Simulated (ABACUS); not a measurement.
**Bi2Te3 (Tellurobismuthite) in ABACUS: the effect of basis**

The system is Bi2Te3 (Tellurobismuthite).

```
Bi Te
1.0
     2.17828    1.25763   10.09744
    -2.17828    1.25763   10.09744
     0.00000   -2.51526   10.09744
Bi Te
2 3
Direct
  0.60000 0.60000 0.60000
  0.40000 0.40000 0.40000
  0.79050 0.79050 0.79050
  0.20950 0.20950 0.20950
  0.00000 0.00000 0.00000
```

The cell isn't the ideal one: volume scaled by 0.98.

Alike in all runs:

- Program: ABACUS 3.10.1
- Task: equation of state
- Functional: PBE
- Potentials or basis: PseudoDojo NC SR 0.4.1 PBE standard
- k mesh: 5 × 5 × 5
- Occupations: fermi-dirac, width 0.05 eV
- Spin: no spin polarisation

**Question.** One run gave: gap on the mesh 0.33 eV; pressure 4.3 GPa; largest force 0.28 eV/Å. Which basis did it use?
A. TZDP
B. pw
C. DZP

**Answer.** C.

```csv
basis,cutoff,gap on the mesh (eV),pressure (GPa),largest force (eV/Å)
DZP,1361 eV,0.33,4.3,0.28
TZDP,1361 eV,0.27,3.4,0.13
pw,1129 eV,0.28,3.1,0.11
```

Caveats: spin-orbit coupling is left out, which as a rule narrows the gap of such compounds by several tenths of an eV; an odd mesh through Γ misses points on the zone boundary, where band edges often lie; the atomic orbitals were generated for these runs and aren't a published set (some runs); the basis of atomic orbitals isn't converged, which shifts pressures, moduli and gaps (some runs).
